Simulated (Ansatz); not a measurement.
# CH7BOSi: small, medium and large basis sets

One table from this session's results is given with a row withheld; the runs are named, their logs left out.

The runs use Ansatz 0.2.0, Gaussian basis; one geometry, several basis sets.

Levels to be run: PBE0-D4/def2-SVP; ωB97M-V/def2-SVP; PBE0-D4/def2-QZVPP; ωB97M-V/def2-QZVPP; the functionals' def2-TZVPP values are taken from earlier runs.

## Structure used throughout

An earlier PBE0-D4 in a triple-zeta def2 set relaxation fixed the geometry.

SMILES `CB[SiH2]O`, 11 atoms, charge 0, spin multiplicity 1.

Atoms are counted from 1 here; the program's logs count them from 0.

Bond lengths: C1–B2 1.552 Å, C1–H5 1.092 Å, C1–H6 1.105 Å, C1–H7 1.093 Å, B2–Si3 2.014 Å, B2–H8 1.203 Å, Si3–O4 1.660 Å, Si3–H9 1.489 Å, Si3–H10 1.498 Å, O4–H11 0.957 Å. Angles: B2–C1–H5 116.0°, B2–C1–H6 103.8°, B2–C1–H7 114.3°, H5–C1–H6 106.7°, H5–C1–H7 110.0°, H6–C1–H7 105.0°, C1–B2–Si3 125.0°, C1–B2–H8 118.3°, Si3–B2–H8 116.6°, B2–Si3–O4 115.5°, B2–Si3–H9 110.2°, B2–Si3–H10 108.2°, O4–Si3–H9 104.7°, O4–Si3–H10 110.5°, H9–Si3–H10 107.4°, Si3–O4–H11 117.3°.

Set-up of the first run:

File in.yaml:

```yaml
crystal:
  periodic: [false, false, false]
  atoms:
    - {symbol: C, position_ang: [-1.384279, 0.936966, -0.161329]}
    - {symbol: B, position_ang: [-0.308849, 0.369562, 0.803707]}
    - {symbol: Si, position_ang: [1.162884, -0.899784, 0.275289]}
    - {symbol: O, position_ang: [1.071243, -1.497659, -1.270124]}
    - {symbol: H, position_ang: [-1.543257, 0.375455, -1.083892]}
    - {symbol: H, position_ang: [-0.980737, 1.922593, -0.455442]}
    - {symbol: H, position_ang: [-2.344004, 1.155605, 0.313853]}
    - {symbol: H, position_ang: [-0.301295, 0.758777, 1.941998]}
    - {symbol: H, position_ang: [1.141118, -2.104580, 1.149157]}
    - {symbol: H, position_ang: [2.475178, -0.210610, 0.494677]}
    - {symbol: H, position_ang: [1.077398, -0.863327, -1.987193]}
basis:
  gaussian: {orbitals: def2-SVP}
hamiltonian: {xc: pbe0, dispersion: d4}
output: {orbitals: {seedname: orbitals}}
```

The run is started by

```console
ansatz run in.yaml --threads 2 --pin off --events-out ev --progress --plain --max-ram 4352MiB
```

Among the steps run: PBE0-D4 in def2-SVP; ωB97M-V in def2-SVP; PBE0-D4 in def2-QZVPP; ωB97M-V in def2-QZVPP.

One of the session's tables, all rows but one given; the rest of the session is left out.

It belongs to the step «Functionals by basis». 

```
functional       basis  HOMO (eV)  LUMO (eV)
   PBE0-D4    def2-SVP      -7.40      -1.75
   PBE0-D4  def2-TZVPP      -7.50      -1.82
   PBE0-D4  def2-QZVPP          ?          ?
   ωB97M-V    def2-SVP      -9.56       0.30
   ωB97M-V  def2-TZVPP      -9.69       0.14
   ωB97M-V  def2-QZVPP      -9.71       0.09
```

Estimate the missing values for PBE0-D4, def2-QZVPP.

**Answer.** HOMO (eV): -7.52; LUMO (eV): -1.84. In the column «HOMO (eV)» it lies between ωB97M-V, def2-SVP (-9.56) and PBE0-D4, def2-TZVPP (-7.50).
